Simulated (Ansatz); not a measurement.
# CH₄GeOSi: up Jacob's ladder to CCSD(T)

An exercise on one series of results from a longer session: the logs are not shown, and one member is left open.

Method: functionals in def2-TZVPP, the program's frozen cores in correlated methods; program: Ansatz 0.2.0, Gaussian basis.

The runs, in order: LDA (SPW92), PBE-D4, revPBE-D4, BLYP-D4, r2SCAN-D4, B97M-V, PBE0-D4, B3LYP-D4, r2SCANh-D4, r2SCAN0-D4, HSE06-D4, BHLYP-D4, CAM-B3LYP-D4, LC-ωPBE, ωB97X-V, ωB97M-V, B2PLYP, PBE-QIDH; CCSD(T)/def2-SVP; CCSD(T)/def2-TZVPP; MP2/def2-QZVPP; extrapolation to the limit; RPA on PBE.

### The relaxed structure

An earlier PBE0-D4 in a triple-zeta def2 set relaxation fixed the geometry.

8 atoms, charge 0, spin multiplicity 1.

Atoms are counted from 1 here; the program's logs count them from 0.

Bond lengths: O1–C2 1.127 Å, C2–Si3 2.011 Å, Si3–Ge4 2.356 Å, Si3–H5 1.489 Å, Si3–H6 1.488 Å, Ge4–H7 1.707 Å, Ge4–H8 1.596 Å. Angles: O1–C2–Si3 159.5°, C2–Si3–Ge4 112.6°, C2–Si3–H5 92.0°, C2–Si3–H6 92.4°, Ge4–Si3–H5 118.5°, Ge4–Si3–H6 125.4°, H5–Si3–H6 107.6°, Si3–Ge4–H7 53.2°, Si3–Ge4–H8 83.3°, H7–Ge4–H8 85.8°.

Set-up of the first run:

in.yaml reads:

```yaml
crystal:
  periodic: [false, false, false]
  atoms:
    - {symbol: O, position_ang: [2.007070, -0.020298, 2.089436]}
    - {symbol: C, position_ang: [1.311281, 0.401555, 1.308998]}
    - {symbol: Si, position_ang: [0.007863, 0.453538, -0.221869]}
    - {symbol: Ge, position_ang: [-0.446903, -1.686730, -1.095068]}
    - {symbol: H, position_ang: [0.883439, 1.368107, -1.004675]}
    - {symbol: H, position_ang: [-0.952642, 1.293543, 0.542790]}
    - {symbol: H, position_ang: [-1.083073, -0.201382, -1.645684]}
    - {symbol: H, position_ang: [-1.634834, -1.665333, -0.029729]}
basis:
  gaussian: {orbitals: def2-TZVPP}
hamiltonian: {xc: lda}
output: {orbitals: {seedname: orbitals}}
```

Steps of the session up to this table: LDA; PBE-D4 (GGA); revPBE-D4 (GGA); BLYP-D4 (GGA); r2SCAN-D4 (meta-GGA); B97M-V (meta-GGA); PBE0-D4 (hybrid); B3LYP-D4 (hybrid); r2SCANh-D4 (hybrid); r2SCAN0-D4 (hybrid); HSE06-D4 (hybrid); BHLYP-D4 (hybrid); CAM-B3LYP-D4 (range-separated); LC-ωPBE (range-separated); ωB97X-V (range-separated); ωB97M-V (range-separated); B2PLYP (double hybrid); PBE-QIDH (double hybrid).

One table of the session follows, with a row left open; its other results are not shown here.

It belongs to the step «Frontier levels by functional». 

| functional | HOMO (eV) | LUMO (eV) | gap (eV) |
| --- | --- | --- | --- |
| LDA (SPW92) | -5.98 | -3.46 | 2.52 |
| PBE-D4 | ? | ? | ? |
| revPBE-D4 | -5.78 | -3.15 | 2.63 |
| BLYP-D4 | -5.71 | -3.10 | 2.61 |
| r2SCAN-D4 | -6.05 | -3.13 | 2.92 |
| B97M-V | -6.02 | -3.05 | 2.98 |
| PBE0-D4 | -6.74 | -2.38 | 4.35 |
| B3LYP-D4 | -6.59 | -2.59 | 4.00 |
| r2SCANh-D4 | -6.38 | -2.82 | 3.57 |
| r2SCAN0-D4 | -6.89 | -2.35 | 4.54 |
| HSE06-D4 | -6.35 | -2.75 | 3.61 |
| BHLYP-D4 | -7.51 | -1.42 | 6.09 |
| CAM-B3LYP-D4 | -7.87 | -1.38 | 6.49 |
| LC-ωPBE | -9.01 | -0.34 | 8.67 |
| ωB97X-V | -8.73 | -0.37 | 8.36 |
| ωB97M-V | -8.66 | -0.41 | 8.24 |

Estimate the missing values for PBE-D4.

**Answer.** HOMO (eV): -5.83; LUMO (eV): -3.23; gap (eV): 2.60. In the column «HOMO (eV)» it lies between LDA (SPW92) (-5.98) and revPBE-D4 (-5.78).
